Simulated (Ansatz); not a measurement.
Mg3ZnC:

```xyz
5
Lattice="4.4069 0.0000 0.0000 0.0000 4.4069 0.0000 0.0000 0.0000 4.4069" Properties=species:S:1:pos:R:3 pbc="T T T"
Zn    0.0000    0.0000    0.0000
Mg    2.2035    0.0000    2.2035
Mg    2.2035    2.2035    0.0000
Mg    0.0000    2.2035    2.2035
C     2.2035    2.2035    2.2035
```

The cell comes from a database or a generator and needn't be the stable form of this composition.

Base run:

```yaml
Program: Ansatz 0.2.0
Functional: PBEsol
Potentials_or_basis: Ansatz PAW
Cutoff: "420 eV (not typed: the program's choice for these potentials)"
k_mesh: 6 × 6 × 6
Occupations: fermi-dirac, width 0.05 eV
Spin: no spin polarisation
```

Its results: band gap on the k mesh none (metal or under the smearing width); pressure -1.8 GPa.

After a change of settings the same cell gave: band gap on the k mesh none (metal or under the smearing width); pressure 1.1 GPa. Which change was it?
A. functional from PBEsol to LDA
B. functional from PBEsol to r2SCAN; cutoff from 420 eV (not typed: the program's choice for these potentials) to 500 eV (not typed: the program's choice for these potentials)
C. functional from PBEsol to BLYP

C.

BLYP binds less tightly than PBEsol, so the same cell stands under more pressure.

Caveats: the PAW data sets come from PBE, with cores solved anew for the run's functional, which leaves a small shift of forces and pressure; the density of states is complete only up to the lowest level of the last band computed.

Runs at the PBE level aren't shown here.
